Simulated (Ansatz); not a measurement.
Task: a single point in a Gaussian basis of C₂H₅BO₃, SMILES BCOC(=O)O, with Ansatz 0.2.0, Python API. Give the script and its output. Settings: r2SCAN, def2-SVP basis, multiplicity 1.

Input file `c2h5bo3.xyz`:
```text
11

B    -1.71690   -0.06940   -0.56750
C    -0.67990    1.00360   -0.04520
O     0.22390    0.35550    0.80090
C     1.36590   -0.45420    0.34650
O     1.46820   -0.65590   -0.90300
O     2.13820   -1.06200    1.26540
H    -1.40940   -0.94150   -1.24040
H    -2.86710    0.13920   -0.31390
H    -0.14750    1.50310   -0.85580
H    -1.19600    1.79850    0.55640
H     2.88590   -1.67400    0.97730
```

The script, `energy_c2h5bo3.py`:
```python
'''Electronic structure of the C2H5BO3 molecule.'''

import ansatz as az

c2h5bo3 = az.Crystal.molecule_from_extxyz('c2h5bo3.xyz')

setup = (
    c2h5bo3.calculation()
    .basis(gaussian='def2-SVP')
    .functional('r2SCAN')
)
trace = []
result = setup.session().plan().execute(on_event=trace.append)
rep = result.report
for event in trace:
    if event['event'] == 'mean_field_evaluation' and event['data']['evaluation'] <= 25:
        print('pass {evaluation:3d}  E = {energy_ev:.6f} eV  gradient {gradient_ev:.1e}'.format(**event['data']))

print('reference energy %16.6f eV' % rep['reference_energy_ev'])
print('total energy     %16.6f eV' % rep['free_energy_ev'])
print('occupied orbitals outside the frozen core (up, down):', rep['n_occupied'], ' frozen:', rep['n_frozen'], ' virtual:', rep['n_virtual'])

state = rep['mean_field']['state']
print(f'mean field: {state["energy"]["hartree"]:.7f} Ha, <S^2> = {abs(state["spin_squared"]):.4f}, stability: {state.get("stability", {}).get("kind")}')
```

```console
$ python energy_c2h5bo3.py
pass   1  E = -8951.370209 eV  gradient 6.5e+01
pass   2  E = -8931.300453 eV  gradient 1.2e+02
pass   3  E = -8957.126660 eV  gradient 3.4e+01
pass   4  E = -8959.352930 eV  gradient 9.4e+00
pass   5  E = -8959.487611 eV  gradient 4.0e+00
pass   6  E = -8959.515932 eV  gradient 1.4e+00
pass   7  E = -8959.519224 eV  gradient 4.1e-01
pass   8  E = -8959.519567 eV  gradient 9.2e-02
pass   9  E = -8959.474958 eV  gradient 2.0e-01
pass  10  E = -8959.475038 eV  gradient 4.0e-02
pass  11  E = -8959.475040 eV  gradient 3.0e-02
pass  12  E = -8959.475042 eV  gradient 2.0e-03
pass  13  E = -8959.475042 eV  gradient 5.5e-04
pass  14  E = -8959.475042 eV  gradient 5.8e-04
pass  15  E = -8959.475042 eV  gradient 1.4e-04
pass  16  E = -8959.475042 eV  gradient 2.6e-05
pass  17  E = -8959.475042 eV  gradient 2.6e-05
reference energy     -8959.475052 eV
total energy         -8959.475052 eV
occupied orbitals outside the frozen core (up, down): [23, 23]  frozen: 0  virtual: [86, 86]
mean field: -329.2546352 Ha, <S^2> = 0.0000, stability: minimum
```

What to keep in mind:
- Total energies depend on the basis set; only differences at equal settings carry meaning.
- The geometry is a force-field or estimated start, not a minimum of this method, and the basis set is short of its limit.
- Early passes use coarser integrals and grids, so their energies can't be compared with the last.
- Wall time of the script: 3.2 s on 1 thread of Intel(R) Xeon(R) 6975P-C (Granite Rapids), with other jobs on the host, peak memory 0.22 GiB.

(Lines on the test bed's own set-up are left out of the output.)
